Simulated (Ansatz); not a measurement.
**C3H11GaSi: basis-set convergence**

Aim: see how fast density functionals converge with the basis set for C3H11GaSi.

Method: one geometry, several basis sets; program: Ansatz 0.2.0, Gaussian basis.

Levels to be run: PBE0-D4/def2-SVP; ωB97M-V/def2-SVP; PBE0-D4/def2-QZVPP; ωB97M-V/def2-QZVPP; the functionals' def2-TZVPP values are taken from earlier runs.

## (1) The relaxed structure

The geometry comes from an earlier relaxation with PBE0-D4 in a triple-zeta def2 set; it is a stationary point, not always the lowest conformer.

16 atoms, charge 0, spin multiplicity 1.

Atoms are counted from 1 here; the program's logs count them from 0.

Bond lengths: C1–Si2 1.884 Å, C1–H6 1.095 Å, C1–H7 1.093 Å, C1–H8 1.093 Å, Si2–C3 1.885 Å, Si2–C4 1.880 Å, Si2–Ga5 2.423 Å, C3–H9 1.093 Å, C3–H10 1.093 Å, C3–H11 1.095 Å, C4–H12 1.093 Å, C4–H13 1.094 Å, C4–H14 1.093 Å, Ga5–H15 1.582 Å, Ga5–H16 1.581 Å. Angles: Si2–C1–H6 110.2°, Si2–C1–H7 111.7°, Si2–C1–H8 111.4°, H6–C1–H7 107.7°, H6–C1–H8 107.9°, H7–C1–H8 107.9°, C1–Si2–C3 108.5°, C1–Si2–C4 109.0°, C1–Si2–Ga5 109.6°, C3–Si2–C4 108.9°, C3–Si2–Ga5 108.9°, C4–Si2–Ga5 111.8°, Si2–C3–H9 111.7°, Si2–C3–H10 111.4°, Si2–C3–H11 110.1°, H9–C3–H10 107.9°, H9–C3–H11 107.7°, H10–C3–H11 107.9° and more.

## (2) PBE0-D4 in def2-SVP

in.yaml reads:

```yaml
crystal:
  periodic: [false, false, false]
  atoms:
    - {symbol: C, position_ang: [-0.647759, 0.624733, -1.645321]}
    - {symbol: Si, position_ang: [-0.010613, -0.019945, 0.005769]}
    - {symbol: C, position_ang: [1.723464, 0.662433, 0.286803]}
    - {symbol: C, position_ang: [0.076915, -1.897061, -0.062402]}
    - {symbol: Ga, position_ang: [-1.457088, 0.748845, 1.790838]}
    - {symbol: H, position_ang: [0.022849, 0.318581, -2.454502]}
    - {symbol: H, position_ang: [-1.643031, 0.235167, -1.873859]}
    - {symbol: H, position_ang: [-0.705280, 1.715918, -1.650966]}
    - {symbol: H, position_ang: [2.155071, 0.297204, 1.222128]}
    - {symbol: H, position_ang: [1.722316, 1.754653, 0.320622]}
    - {symbol: H, position_ang: [2.385493, 0.352370, -0.528004]}
    - {symbol: H, position_ang: [-0.908166, -2.335078, -0.241718]}
    - {symbol: H, position_ang: [0.741246, -2.223018, -0.868790]}
    - {symbol: H, position_ang: [0.457341, -2.310937, 0.874759]}
    - {symbol: H, position_ang: [-1.782731, 2.286383, 1.972557]}
    - {symbol: H, position_ang: [-2.130027, -0.210255, 2.852075]}
basis:
  gaussian: {orbitals: def2-SVP}
hamiltonian: {xc: pbe0, dispersion: d4}
output: {orbitals: {seedname: orbitals}}
```

Further steps of the session: ωB97M-V in def2-SVP; PBE0-D4 in def2-QZVPP; ωB97M-V in def2-QZVPP.

Q: Predict the results of all the runs planned. Wanted: PBE0-D4: double and triple zeta above quadruple; ωB97M-V: double and triple zeta above quadruple.

**Answer**, as computed:

| quantity | value |
| --- | --- |
| PBE0-D4: double and triple zeta above quadruple | 14.78, 1.64 eV |
| ωB97M-V: double and triple zeta above quadruple | 15.00, 1.60 eV |

What this shows: For PBE0-D4 the step from double to triple zeta gains 13.13 eV and the next only 1.64 eV. Total energies overstate the basis error of differences, where much of it tends to cancel.
